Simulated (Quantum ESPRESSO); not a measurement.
# TaTe (Pm-3m) in Quantum ESPRESSO: convergence with k mesh

Aim: find how far k mesh must go before the results for TaTe settle, at r2SCAN. This setting moves, with any that are tied to it; all else stays.

All numbers are computed with Quantum ESPRESSO 7.5; they aren't measurements. Logs are shortened: lines on timing, memory, paths and dates and some standing lists are left out, and cuts for length are marked.

## Step 1: The crystal as given

Symmetry: Pm-3m, No. 221, cubic system. The conventional cell has a = 3.420 Å, b = 3.420 Å, c = 3.420 Å, α = 90.00°, β = 90.00°, γ = 90.00°. Ta (site symmetry m-3m) has 8 Te at 2.96 Å as nearest neighbours. Te (site symmetry m-3m) has 8 Ta at 2.96 Å as nearest neighbours.

The cell was built by a generator and needn't be a form met in nature.

## Step 2: With k mesh 1 × 1 × 1

pw.in reads:

```
&CONTROL
  calculation = 'scf'
  prefix = 'pwscf'
  outdir = './tmp'
  pseudo_dir = './pseudo'
  tprnfor = .true.
  tstress = .true.
  disk_io = 'nowf'
/
&SYSTEM
  ibrav = 0
  nat = 2
  ntyp = 2
  ecutwfc = 75
  nbnd = 30
  input_dft = 'r2scan'
  occupations = 'smearing'
  smearing = 'gaussian'
  degauss = 0.00734986
  nosym = .true.
/
&ELECTRONS
  conv_thr = 1d-08
  electron_maxstep = 120
  mixing_beta = 0.5
/
ATOMIC_SPECIES
Ta   180.9479 Ta_ONCV_PBE-1.2.upf
Te   127.6000 Te_ONCV_PBE-1.2.upf
CELL_PARAMETERS angstrom
   3.4200900000    0.0000000000    0.0000000000
   0.0000000000    3.4200900000    0.0000000000
   0.0000000000    0.0000000000    3.4200900000
ATOMIC_POSITIONS crystal
Ta     0.5000000000    0.5000000000    0.5000000000
Te     0.0000000000    0.0000000000    0.0000000000
K_POINTS automatic
1 1 1 0 0 0
```

Potentials or basis: SG15 PBE 1.2.

The run is started by

```sh
OMP_NUM_THREADS=1 pw.x -in pw.in > pw.out
```

Run time: 5.2 s. Hardware: 1 thread of Arm Neoverse V1, shared host; peak memory 0.05 GiB.

What came out:

| Item | Value |
| --- | --- |
| Free energy | -9096.7414 eV |
| Pressure | 22.5 GPa |
| Band gap on the k mesh | none (metal or under the smearing width) |

## Step 3: With k mesh 2 × 2 × 2

Changes to pw.in since step 2:

```diff
@@ -37,2 +37,2 @@
 K_POINTS automatic
-1 1 1 0 0 0
+2 2 2 0 0 0
```

Potentials or basis: SG15 PBE 1.2.

The run is started by

```sh
OMP_NUM_THREADS=1 pw.x -in pw.in > pw.out
```

It took 31 s on 1 thread of Arm Neoverse V1, shared host; peak memory 0.06 GiB.

What came out:

```yaml
Free_energy: -9105.4787 eV
Pressure: -7.4 GPa
Band_gap_on_the_k_mesh: none (metal or under the smearing width)
```

## Step 4: With k mesh 3 × 3 × 3

Changes to pw.in since step 3:

```diff
@@ -37,2 +37,2 @@
 K_POINTS automatic
-2 2 2 0 0 0
+3 3 3 0 0 0
```

The run is started by

```sh
OMP_NUM_THREADS=1 pw.x -in pw.in > pw.out
```

It took 55 s on 1 thread of Arm Neoverse V1, shared host; peak memory 0.07 GiB.

What came out:

```yaml
Free_energy: -9105.8249 eV
Pressure: -3.6 GPa
Band_gap_on_the_k_mesh: none (metal or under the smearing width)
```

## Step 5: With k mesh 4 × 4 × 4

Changes to pw.in since step 4:

```diff
@@ -37,2 +37,2 @@
 K_POINTS automatic
-3 3 3 0 0 0
+4 4 4 0 0 0
```

The run is started by

```sh
OMP_NUM_THREADS=1 pw.x -in pw.in > pw.out
```

Run time: 2.6 min. Hardware: 1 thread of Arm Neoverse V1, shared host; peak memory 0.1 GiB.

What came out:

```
Free energy            : -9106.3143 eV
Pressure               : -5.8 GPa
Band gap on the k mesh : none (metal or under the smearing width)
```

## Step 6: With k mesh 5 × 5 × 5

Changes to pw.in since step 5:

```diff
@@ -37,2 +37,2 @@
 K_POINTS automatic
-4 4 4 0 0 0
+5 5 5 0 0 0
```

Potentials or basis: SG15 PBE 1.2.

The run is started by

```sh
OMP_NUM_THREADS=1 pw.x -in pw.in > pw.out
```

It took 4 min on 1 thread of Arm Neoverse V1, shared host; peak memory 0.14 GiB.

Results (log left out):

* Free energy: -9106.2361 eV
* Pressure: -5.6 GPa
* Band gap on the k mesh: none (metal or under the smearing width)

## Step 7: With k mesh 6 × 6 × 6

Changes to pw.in since step 6:

```diff
@@ -37,2 +37,2 @@
 K_POINTS automatic
-5 5 5 0 0 0
+6 6 6 0 0 0
```

Potentials or basis: SG15 PBE 1.2.

The run is started by

```sh
OMP_NUM_THREADS=1 pw.x -in pw.in > pw.out
```

pw.out:

```text
This program is part of the open-source Quantum ESPRESSO suite
     for quantum simulation of materials; please cite
         "P. Giannozzi et al., J. Phys.:Condens. Matter 21 395502 (2009);
         "P. Giannozzi et al., J. Phys.:Condens. Matter 29 465901 (2017);
         "P. Giannozzi et al., J. Chem. Phys. 152 154105 (2020);
     in publications or presentations arising from this work. More details at

     IMPORTANT: XC functional enforced from input :
     Exchange-correlation= R2SCAN
                           (   0   0   0   0   0 497 498)
     Any further DFT definition will be discarded
     Please, verify this is what you really want

     G-vector sticks info
     --------------------
     sticks:   dense  smooth     PW     G-vecs:    dense   smooth      PW
     Sum         997     997    293                23703    23703    3887

     Using Slab Decomposition

     bravais-lattice index     =            0
     lattice parameter (alat)  =       6.4630  a.u.
     unit-cell volume          =     269.9661 (a.u.)^3
     number of atoms/cell      =            2
     number of atomic types    =            2
     number of electrons       =        43.00
     number of Kohn-Sham states=           30
     kinetic-energy cutoff     =      75.0000  Ry
     charge density cutoff     =     300.0000  Ry
     scf convergence threshold =      1.0E-08
     mixing beta               =       0.5000
     number of iterations used =            8  plain     mixing
     Exchange-correlation= R2SCAN
                           (   0   0   0   0   0 497 498)

     celldm(1)=   6.463033  celldm(2)=   0.000000  celldm(3)=   0.000000
     celldm(4)=   0.000000  celldm(5)=   0.000000  celldm(6)=   0.000000

     crystal axes: (cart. coord. in units of alat)
               a(1) = (   1.000000   0.000000   0.000000 )
               a(2) = (   0.000000   1.000000   0.000000 )
               a(3) = (   0.000000   0.000000   1.000000 )

     reciprocal axes: (cart. coord. in units 2 pi/alat)
               b(1) = (  1.000000  0.000000  0.000000 )
               b(2) = (  0.000000  1.000000  0.000000 )
               b(3) = (  0.000000  0.000000  1.000000 )

     PseudoPot. # 1 for Ta read from file:
     Ta_ONCV_PBE-1.2.upf
     Pseudo is Norm-conserving, Zval = 27.0
     Generated using ONCVPSP code by D. R. Hamann
     Using radial grid of  602 points,  8 beta functions with:
                l(1) =   0
                l(2) =   0
                l(3) =   1
                l(4) =   1
                l(5) =   2
                l(6) =   2
                l(7) =   3
                l(8) =   3

     PseudoPot. # 2 for Te read from file:
     Te_ONCV_PBE-1.2.upf
     Pseudo is Norm-conserving, Zval = 16.0
     Generated using ONCVPSP code by D. R. Hamann
     Using radial grid of  602 points,  6 beta functions with:
                l(1) =   0
                l(2) =   0
                l(3) =   1
                l(4) =   1
                l(5) =   2
                l(6) =   2

     atomic species   valence    mass     pseudopotential
     Ta               27.00   180.94790     Ta( 1.00)
     Te               16.00   127.60000     Te( 1.00)

     No symmetry found

   Cartesian axes

     site n.     atom                  positions (alat units)
         1        Ta     tau(   1) = (   0.5000000   0.5000000   0.5000000  )
         2        Te     tau(   2) = (   0.0000000   0.0000000   0.0000000  )

     number of k points=   112  Gaussian smearing, width (Ry)=  0.0073

     Number of k-points >= 100: set verbosity='high' to print them.

     Dense  grid:    23703 G-vectors     FFT dimensions: (  36,  36,  36)

     WARNING: libxc functional with ID  497 depends
      on external parameters: check the user_guide of
      QE if you need to modify them or to check their
      default values.

     WARNING: libxc functional with ID  498 depends
      on external parameters: check the user_guide of
      QE if you need to modify them or to check their
      default values.

     Initial potential from superposition of free atoms

     starting charge      42.8718, renormalised to      43.0000
     Starting wfcs are random

     Self-consistent Calculation

     iteration #  1     ecut=    75.00 Ry     beta= 0.50
     Davidson diagonalization with overlap
     ethr =  1.00E-02,  avg # of iterations =  9.5

     total energy              =    -668.98430858 Ry
     estimated scf accuracy    <     102.23202896 Ry

     iteration #  2     ecut=    75.00 Ry     beta= 0.50
     Davidson diagonalization with overlap
     ethr =  1.00E-02,  avg # of iterations =  1.0

     total energy              =    -669.28003608 Ry
     estimated scf accuracy    <      29.37206108 Ry

     iteration #  3     ecut=    75.00 Ry     beta= 0.50
     Davidson diagonalization with overlap
     ethr =  1.00E-02,  avg # of iterations =  1.0

     total energy              =    -669.29255571 Ry
     estimated scf accuracy    <       0.09403468 Ry

     iteration #  4     ecut=    75.00 Ry     beta= 0.50
     Davidson diagonalization with overlap
     ethr =  2.19E-04,  avg # of iterations =  1.2

     total energy              =    -669.29320762 Ry
     estimated scf accuracy    <       0.00368807 Ry

     iteration #  5     ecut=    75.00 Ry     beta= 0.50
     Davidson diagonalization with overlap
     ethr =  8.58E-06,  avg # of iterations =  4.2

     total energy              =    -669.29333830 Ry
     estimated scf accuracy    <       0.00196931 Ry

     iteration #  6     ecut=    75.00 Ry     beta= 0.50
     Davidson diagonalization with overlap
     ethr =  4.58E-06,  avg # of iterations =  1.1

     total energy              =    -669.29336206 Ry
     estimated scf accuracy    <       0.00022619 Ry

     iteration #  7     ecut=    75.00 Ry     beta= 0.50
     Davidson diagonalization with overlap
     ethr =  5.26E-07,  avg # of iterations =  1.2

     total energy              =    -669.29336602 Ry
     estimated scf accuracy    <       0.00006725 Ry

     iteration #  8     ecut=    75.00 Ry     beta= 0.50
     Davidson diagonalization with overlap
     ethr =  1.56E-07,  avg # of iterations =  1.0

     total energy              =    -669.29336601 Ry
     estimated scf accuracy    <       0.00002667 Ry

     iteration #  9     ecut=    75.00 Ry     beta= 0.50
     Davidson diagonalization with overlap
     ethr =  6.20E-08,  avg # of iterations =  1.0

     total energy              =    -669.29336610 Ry
     estimated scf accuracy    <       0.00000044 Ry

     iteration # 10     ecut=    75.00 Ry     beta= 0.50
     Davidson diagonalization with overlap
     ethr =  1.03E-09,  avg # of iterations =  1.1

     total energy              =    -669.29336610 Ry
     estimated scf accuracy    <       0.00000009 Ry

     iteration # 11     ecut=    75.00 Ry     beta= 0.50
     Davidson diagonalization with overlap
     ethr =  2.21E-10,  avg # of iterations =  1.0

     End of self-consistent calculation

     Number of k-points >= 100: set verbosity='high' to print the bands.

     the Fermi energy is    23.5099 ev

!    total energy              =    -669.29336610 Ry
     estimated scf accuracy    <          5.2E-09 Ry
     smearing contrib. (-TS)   =      -0.00116131 Ry
     internal energy E=F+TS    =    -669.29220479 Ry

     The total energy is F=E-TS. E is the sum of the following terms:
     one-electron contribution =    -219.56973208 Ry
     hartree contribution      =     147.18994190 Ry
     xc contribution           =     -57.28798938 Ry
     ewald contribution        =    -539.62442524 Ry

     convergence has been achieved in  11 iterations

     Forces acting on atoms (cartesian axes, Ry/au):

     atom    1 type  1   force =    -0.00001075   -0.00000332   -0.00000110
     atom    2 type  2   force =     0.00001075    0.00000332    0.00000110

     Total force =     0.000016     Total SCF correction =     0.000018
     SCF correction compared to forces is large: reduce conv_thr to get better values

     Computing stress (Cartesian axis) and pressure

          total   stress  (Ry/bohr**3)                   (kbar)     P=      -55.98
  -0.00038051   0.00000000   0.00000000          -55.98        0.00        0.00
   0.00000000  -0.00038052  -0.00000000            0.00      -55.98       -0.00
   0.00000000  -0.00000000  -0.00038052            0.00       -0.00      -55.98

=------------------------------------------------------------------------------=
   JOB DONE.
=------------------------------------------------------------------------------=
```

Run time: 7.2 min. Hardware: 1 thread of Arm Neoverse V1, shared host; peak memory 0.2 GiB.

Results:

```yaml
Free_energy: -9106.2001 eV
Pressure: -5.6 GPa
Band_gap_on_the_k_mesh: none (metal or under the smearing width)
```

## Step 8: With k mesh 7 × 7 × 7

Changes to pw.in since step 7:

```diff
@@ -37,2 +37,2 @@
 K_POINTS automatic
-6 6 6 0 0 0
+7 7 7 0 0 0
```

The run is started by

```sh
OMP_NUM_THREADS=1 pw.x -in pw.in > pw.out
```

It took 9.1 min on 1 thread of Arm Neoverse V1, shared host.

The run was cut off at its time limit.

## Step 9: With k mesh 8 × 8 × 8

Changes to pw.in since step 8:

```diff
@@ -37,2 +37,2 @@
 K_POINTS automatic
-7 7 7 0 0 0
+8 8 8 0 0 0
```

Potentials or basis: SG15 PBE 1.2.

The run is started by

```sh
OMP_NUM_THREADS=1 pw.x -in pw.in > pw.out
```

Wall time 9.1 min (1 thread of Arm Neoverse V1, shared host).

The run was cut off at its time limit.

## Step 10: With k mesh 10 × 10 × 10

Changes to pw.in since step 9:

```diff
@@ -37,2 +37,2 @@
 K_POINTS automatic
-8 8 8 0 0 0
+10 10 10 0 0 0
```

The run is started by

```sh
OMP_NUM_THREADS=1 pw.x -in pw.in > pw.out
```

Run time: 9.1 min. Hardware: 1 thread of Arm Neoverse V1, shared host.

The calculation hadn't finished when its time ran out.

## Step 11: The series at a glance

```csv
k mesh,"energy less the tightest run, at zero smearing (meV/atom)",pressure (GPa),SCF cycles,CPU time (s),peak memory (GiB)
1 × 1 × 1,4751.91,22.47,14,5.2,0.05
2 × 2 × 2,361.59,-7.44,11,31,0.06
3 × 3 × 3,189.93,-3.57,11,55,0.07
4 × 4 × 4,-58.98,-5.77,13,160,0.1
5 × 5 × 5,-17.71,-5.57,11,240,0.14
6 × 6 × 6,0.00,-5.60,11,430,0.2
7 × 7 × 7,timed out after 550 s,-,-,-,-
8 × 8 × 8,timed out after 550 s,-,-,-,-
10 × 10 × 10,timed out after 550 s,-,-,-,-
```

Against the tightest run, the pressure stays within 0.1 GPa from 5 × 5 × 5 on. Not settled before the last step: the energy (to 1 meV/atom). Meshes of other sizes hit other points, so gaps and Fermi surfaces needn't settle smoothly. The tightest run that finished is the yardstick and may itself not be fully converged.

Caveats: the potentials were made for another functional, which shifts forces and pressure.
